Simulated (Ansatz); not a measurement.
# Ge: the cost of one run

Program: Ansatz 0.2.0. Level of theory: DFT PBE, scalar-relativistic, plane waves, PAW. These are calculated values, not measurements.

### Step 1. Starting point

It takes space group Fd-3m (No. 227, cubic). The conventional cell has a = 5.658 Å, b = 5.658 Å, c = 5.658 Å, α = 90.00°, β = 90.00°, γ = 90.00°. Around Ge (site symmetry -43m) lie 4 Ge at 2.45 Å.

Coordinates:

```
Ge
1.0
     0.00000    8.48673    8.48673
     8.48673    0.00000    8.48673
     8.48673    8.48673    0.00000
Ge
54
Direct
  0.00000 0.00000 0.00000
  0.00000 0.00000 0.33333
  0.00000 0.00000 0.66667
  0.00000 0.33333 0.00000
  0.00000 0.33333 0.33333
  0.00000 0.33333 0.66667
  0.00000 0.66667 0.00000
  0.00000 0.66667 0.33333
  0.00000 0.66667 0.66667
  0.33333 0.00000 0.00000
  0.33333 0.00000 0.33333
  0.33333 0.00000 0.66667
  0.33333 0.33333 0.00000
  0.33333 0.33333 0.33333
  0.33333 0.33333 0.66667
  0.33333 0.66667 0.00000
  0.33333 0.66667 0.33333
  0.33333 0.66667 0.66667
  0.66667 0.00000 0.00000
  0.66667 0.00000 0.33333
  0.66667 0.00000 0.66667
  0.66667 0.33333 0.00000
  0.66667 0.33333 0.33333
  0.66667 0.33333 0.66667
  0.66667 0.66667 0.00000
  0.66667 0.66667 0.33333
  0.66667 0.66667 0.66667
  0.08333 0.08333 0.08333
  0.08333 0.08333 0.41667
  0.08333 0.08333 0.75000
  0.08333 0.41667 0.08333
  0.08333 0.41667 0.41667
  0.08333 0.41667 0.75000
  0.08333 0.75000 0.08333
  0.08333 0.75000 0.41667
  0.08333 0.75000 0.75000
  0.41667 0.08333 0.08333
  0.41667 0.08333 0.41667
  0.41667 0.08333 0.75000
  0.41667 0.41667 0.08333
  0.41667 0.41667 0.41667
  0.41667 0.41667 0.75000
  0.41667 0.75000 0.08333
  0.41667 0.75000 0.41667
  0.41667 0.75000 0.75000
  0.75000 0.08333 0.08333
  0.75000 0.08333 0.41667
  0.75000 0.08333 0.75000
  0.75000 0.41667 0.08333
  0.75000 0.41667 0.41667
  0.75000 0.41667 0.75000
  0.75000 0.75000 0.08333
  0.75000 0.75000 0.41667
  0.75000 0.75000 0.75000
```

The runs take a perfect supercell of 54 atoms; the defect goes to fractional position (0.000, 0.000, 0.000).

### Step 2. The perfect supercell

input.yaml reads:

```yaml
crystal:
  lattice:
    - [0.0, 8.48673, 8.48673]
    - [8.48673, 0.0, 8.48673]
    - [8.48673, 8.48673, 0.0]
  atoms:
    - { symbol: Ge, position: [0.0, 0.0, 0.0] }
    - { symbol: Ge, position: [0.0, 0.0, 0.333333] }
    - { symbol: Ge, position: [0.0, 0.0, 0.666667] }
    - { symbol: Ge, position: [0.0, 0.333333, 0.0] }
    - { symbol: Ge, position: [0.0, 0.333333, 0.333333] }
    - { symbol: Ge, position: [0.0, 0.333333, 0.666667] }
    - { symbol: Ge, position: [0.0, 0.666667, 0.0] }
    - { symbol: Ge, position: [0.0, 0.666667, 0.333333] }
    - { symbol: Ge, position: [0.0, 0.666667, 0.666667] }
    - { symbol: Ge, position: [0.333333, 0.0, 0.0] }
    - { symbol: Ge, position: [0.333333, 0.0, 0.333333] }
    - { symbol: Ge, position: [0.333333, 0.0, 0.666667] }
    - { symbol: Ge, position: [0.333333, 0.333333, 0.0] }
    - { symbol: Ge, position: [0.333333, 0.333333, 0.333333] }
    - { symbol: Ge, position: [0.333333, 0.333333, 0.666667] }
    - { symbol: Ge, position: [0.333333, 0.666667, 0.0] }
    - { symbol: Ge, position: [0.333333, 0.666667, 0.333333] }
    - { symbol: Ge, position: [0.333333, 0.666667, 0.666667] }
    - { symbol: Ge, position: [0.666667, 0.0, 0.0] }
    - { symbol: Ge, position: [0.666667, 0.0, 0.333333] }
    - { symbol: Ge, position: [0.666667, 0.0, 0.666667] }
    - { symbol: Ge, position: [0.666667, 0.333333, 0.0] }
    - { symbol: Ge, position: [0.666667, 0.333333, 0.333333] }
    - { symbol: Ge, position: [0.666667, 0.333333, 0.666667] }
    - { symbol: Ge, position: [0.666667, 0.666667, 0.0] }
    - { symbol: Ge, position: [0.666667, 0.666667, 0.333333] }
    - { symbol: Ge, position: [0.666667, 0.666667, 0.666667] }
    - { symbol: Ge, position: [0.083333, 0.083333, 0.083333] }
    - { symbol: Ge, position: [0.083333, 0.083333, 0.416667] }
    - { symbol: Ge, position: [0.083333, 0.083333, 0.75] }
    - { symbol: Ge, position: [0.083333, 0.416667, 0.083333] }
    - { symbol: Ge, position: [0.083333, 0.416667, 0.416667] }
    - { symbol: Ge, position: [0.083333, 0.416667, 0.75] }
    - { symbol: Ge, position: [0.083333, 0.75, 0.083333] }
    - { symbol: Ge, position: [0.083333, 0.75, 0.416667] }
    - { symbol: Ge, position: [0.083333, 0.75, 0.75] }
    - { symbol: Ge, position: [0.416667, 0.083333, 0.083333] }
    - { symbol: Ge, position: [0.416667, 0.083333, 0.416667] }
    - { symbol: Ge, position: [0.416667, 0.083333, 0.75] }
    - { symbol: Ge, position: [0.416667, 0.416667, 0.083333] }
    - { symbol: Ge, position: [0.416667, 0.416667, 0.416667] }
    - { symbol: Ge, position: [0.416667, 0.416667, 0.75] }
    - { symbol: Ge, position: [0.416667, 0.75, 0.083333] }
    - { symbol: Ge, position: [0.416667, 0.75, 0.416667] }
    - { symbol: Ge, position: [0.416667, 0.75, 0.75] }
    - { symbol: Ge, position: [0.75, 0.083333, 0.083333] }
    - { symbol: Ge, position: [0.75, 0.083333, 0.416667] }
    - { symbol: Ge, position: [0.75, 0.083333, 0.75] }
    - { symbol: Ge, position: [0.75, 0.416667, 0.083333] }
    - { symbol: Ge, position: [0.75, 0.416667, 0.416667] }
    - { symbol: Ge, position: [0.75, 0.416667, 0.75] }
    - { symbol: Ge, position: [0.75, 0.75, 0.083333] }
    - { symbol: Ge, position: [0.75, 0.75, 0.416667] }
    - { symbol: Ge, position: [0.75, 0.75, 0.75] }
basis:
  ecutwfc: 420
  fft_grid_basis: typed
kpoints:
  mp_grid: { grid: [1, 1, 1] }
hamiltonian:
  xc: pbe
  pseudopotentials: { kind: paw }
scf:
  occupations: { method: gaussian, width: 0.05 }
output:
  forces: true
  stress: false
  eigenvalues: true
  bader: false
  write_density: true
  volumetric_format: npy
```

Started as:

```console
$ ansatz run input.yaml --threads 8 --pin off --max-ram 16384MiB --backend cpu --events-out ev --progress --plain --runs-dir out
```

**Question.** How long does this run take on 8 threads of Arm Neoverse V1, shared host, and how much memory does it need?

About 7.8 s, with a peak of 1.8 GiB.
